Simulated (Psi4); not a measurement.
# Si4H10 (SMILES [SiH3][SiH]([SiH3])[SiH3]) at HF/3-21G

What is the vertical singlet–triplet gap of Si4H10 at HF/3-21G? 

Program for the calculation: Psi4 1.11.

1 further run of the same task is left out (set aside as unsound or not needed). Runs told in other sessions of the task aren't counted.

## (1) Starting point

Si4H10 has 14 atoms, charge 0, and is taken as a singlet. As SMILES, `[SiH3][SiH]([SiH3])[SiH3]`. The coordinates come from a PBE0-D4/def2-TZVP relaxation.

Bond lengths: Si1–Si2 2.337 Å, Si2–Si3 2.337 Å, Si2–Si4 2.337 Å, Si1–H5 1.488 Å, Si1–H6 1.488 Å, Si1–H7 1.488 Å, Si2–H8 1.492 Å, Si3–H9 1.488 Å, Si3–H10 1.488 Å, Si3–H11 1.488 Å, Si4–H12 1.488 Å, Si4–H13 1.488 Å, Si4–H14 1.488 Å. Some angles: Si1–Si2–Si3 109.6°, Si1–Si2–Si4 109.6°, Si3–Si2–Si4 109.6°, Si1–Si2–H8 109.3°, Si3–Si2–H8 109.3°, Si4–Si2–H8 109.3°, Si2–Si1–H5 110.8°, Si2–Si1–H6 110.8°, Si2–Si1–H7 109.2°, Si2–Si3–H9 109.2°.

## (2) A single-point energy at HF/3-21G

File job.py:

```python
import psi4

psi4.set_memory('2200 MB')
psi4.set_num_threads(1)
psi4.core.set_output_file('h10si4.out', False)

mol = psi4.geometry("""
0 1
Si    -2.99823947     0.84994212    -2.77453369
Si    -0.82713312    -0.06296567     0.96198398
Si     2.12405216     3.12020239     1.77840236
Si     1.24729483    -3.94181752     0.56215573
H     -4.89212299    -1.14882120    -3.34243419
H     -4.32276741     3.32227081    -2.58081787
H     -1.16339099     0.97859467    -4.90117478
H     -2.66360677    -0.20250305     3.09788473
H      3.95143622     3.25467530    -0.35426696
H      3.54382230     2.58221626     4.14466072
H      0.85534674     5.61624715     2.03238155
H      2.65417703    -4.56841291     2.91426004
H      3.07789143    -3.79485352    -1.56692311
H     -0.58675996    -6.00475594     0.02844038
units bohr
symmetry c1
no_reorient
no_com
""")

psi4.set_options({
    'basis': '3-21G',
    'reference': 'rhf',
    'puream': True,
    'e_convergence': 1e-09,
    'd_convergence': 1e-08,
    'scf_type': 'pk',
})

e_tot, wfn = psi4.energy("hf", return_wfn=True)
psi4.oeprop(wfn, "MAYER_INDICES", "DIPOLE", "WIBERG_LOWDIN_INDICES")
print('E =', round(e_tot, 9))
```

Run with:

```sh
$ python job.py
```

h10si4.out, shortened:

```text
[...]
  Running in c1 symmetry.
[...]
  Nuclear repulsion =  328.836297863408276
[...]
  Multiplicity = 1
[...]
  Nalpha       = 33
  Nbeta        = 33
[...]
    Number of basis functions: 72
[...]
   @RHF iter   1: -1155.32540556697541   -9.75000e-01   2.20329e-03 DIIS/ADIIS
[...]
   @RHF iter   9: -1155.36057417345728   -7.50333e-12   3.66334e-09 DIIS
[...]
    Orbital Energies [Eh]
    ---------------------
    Doubly Occupied:
       1A    -68.293486     2A    -68.293486     3A    -68.293464
       4A    -68.283213     5A     -6.109210     6A     -6.109209
       7A     -6.108572     8A     -6.101515     9A     -4.204315
      10A     -4.204309    11A     -4.204308    12A     -4.204233
      13A     -4.204119    14A     -4.204119    15A     -4.204032
      16A     -4.204032    17A     -4.204014    18A     -4.196210
      19A     -4.196210    20A     -4.195788    21A     -0.802004
      22A     -0.733562    23A     -0.733561    24A     -0.640219
      25A     -0.510933    26A     -0.496906    27A     -0.496893
      28A     -0.485235    29A     -0.485216    30A     -0.481049
      31A     -0.440736    32A     -0.385750    33A     -0.385745
[...]
  @RHF Final Energy: -1155.36057417345728
   => Energetics <=
    Nuclear Repulsion Energy =            328.8362978634082765
    One-Electron Energy =               -2258.2024411199677161
    Two-Electron Energy =                 774.0055690831021593
    Total Energy =                      -1155.3605741734572803
[...]
 Multipole Moments:
 ------------------------------------------------------------------------------------
     Multipole            Electronic (a.u.)      Nuclear  (a.u.)        Total (a.u.)
 ------------------------------------------------------------------------------------
 L = 1.  Multiply by 2.5417464519 to convert [e a0] to [Debye]
 Dipole X            :          5.8794244           -5.9023328           -0.0229084
 Dipole Y            :          0.4485104           -0.4502839           -0.0017735
 Dipole Z            :         -6.8374813            6.8641278            0.0266465
 Magnitude           :                                                    0.0351849
[...]
```

The script printed:

```text
E = -1155.360574173
```

Wall time 1.8 s (1 thread of Intel Xeon 6975P-C (Granite Rapids), shared host); peak memory 0.23 GiB.

## (3) The triplet

File input.in:

```
memory 2200 mb

molecule {
  0 3
  Si    -1.586600     0.449770    -1.468220
  Si    -0.437700    -0.033320     0.509060
  Si     1.124000     1.651140     0.941090
  Si     0.660040    -2.085920     0.297480
  H     -2.588800    -0.607930    -1.768740
  H     -2.287510     1.758070    -1.365710
  H     -0.615640     0.517850    -2.593590
  H     -1.409520    -0.107160     1.639330
  H      2.091010     1.722300    -0.187470
  H      1.875310     1.366450     2.193260
  H      0.452630     2.971990     1.075490
  H      1.404530    -2.417500     1.542160
  H      1.628750    -2.008150    -0.829180
  H     -0.310500    -3.177580     0.015050
  symmetry c1
  no_reorient
  no_com
}

set {
  basis         3-21G
  reference     uhf
  puream        true
  e_convergence 1e-09
  d_convergence 1e-08
  scf_type      pk
  maxiter       100
}

e_tot, wfn = energy('hf', return_wfn=True)
print_variables()
```

Run with:

```sh
$ psi4 input.in input.out -n 1
```

input.out, shortened:

```text
[...]
  Running in c1 symmetry.
[...]
  Nuclear repulsion =  328.836297667382382
[...]
  Multiplicity = 3
[...]
  Nalpha       = 34
  Nbeta        = 32
[...]
    Number of basis functions: 72
[...]
   @UHF iter   1: -1155.03761763990087   -6.87212e-01   2.42191e-03 DIIS/ADIIS
[...]
   @UHF iter  25: -1155.10856192219126   -1.20508e-11   6.39891e-09 DIIS
[...]
   @S^2 Observed:                2.014735302E+00
[...]
    Orbital Energies [Eh]
    ---------------------
    Alpha Occupied:
       1A    -68.306217     2A    -68.306201     3A    -68.298424
       4A    -68.298218     5A     -6.121976     6A     -6.121136
       7A     -6.120370     8A     -6.119688     9A     -4.223240
      10A     -4.222330    11A     -4.216036    12A     -4.216020
      13A     -4.215415    14A     -4.215310    15A     -4.214970
      16A     -4.214878    17A     -4.211168    18A     -4.211137
      19A     -4.210863    20A     -4.210834    21A     -0.845435
      22A     -0.763851    23A     -0.741488    24A     -0.668498
      25A     -0.530948    26A     -0.510890    27A     -0.510836
      28A     -0.496782    29A     -0.492917    30A     -0.490018
      31A     -0.468298    32A     -0.440741    33A     -0.403586
      34A     -0.125365
[...]
  @UHF Final Energy: -1155.10856192219126
   => Energetics <=
    Nuclear Repulsion Energy =            328.8362976673823823
    One-Electron Energy =               -2257.3328786849160679
    Two-Electron Energy =                 773.3880190953423153
    Total Energy =                      -1155.1085619221912566
  UHF NO Occupations:
  HONO-2 :   32  A 1.9978609
  HONO-1 :   33  A 1.0000000
  HONO-0 :   34  A 1.0000000
  LUNO+0 :   35  A 0.0021391
  LUNO+1 :   36  A 0.0014698
[...]
 Multipole Moments:
 ------------------------------------------------------------------------------------
     Multipole            Electronic (a.u.)      Nuclear  (a.u.)        Total (a.u.)
 ------------------------------------------------------------------------------------
 L = 1.  Multiply by 2.5417464519 to convert [e a0] to [Debye]
 Dipole X            :          6.0344222           -5.9023328            0.1320894
 Dipole Y            :          0.4093444           -0.4502839           -0.0409396
 Dipole Z            :         -6.7225801            6.8641278            0.1415477
 Magnitude           :                                                    0.1978874
[...]
```

Wall time 1.8 s (1 thread of Intel Xeon 6975P-C (Granite Rapids), shared host); peak memory 0.23 GiB.

## (4) Results

Level: HF/3-21G.

```
                                        quantity           value
                           singlet: total energy  -1155.36057 Eh
                          singlet: dipole moment          0.09 D
                            singlet: HOMO energy       -10.50 eV
                            singlet: LUMO energy         3.14 eV
                          singlet: HOMO–LUMO gap        13.63 eV
                           triplet: total energy  -1155.10856 Eh
                          triplet: dipole moment          0.50 D
     triplet: HOMO energy (highest over α and β)        -3.41 eV
      triplet: LUMO energy (lowest over α and β)        -2.84 eV
                                   triplet: ⟨S²⟩           2.015
vertical energy of the triplet above the singlet        6.858 eV
```

**Reading.** At this shape the triplet lies 6.86 eV (158 kcal/mol) above the singlet. With no_com the log's rotational constants are taken about the origin, not the centre of mass, so they aren't the molecule's.
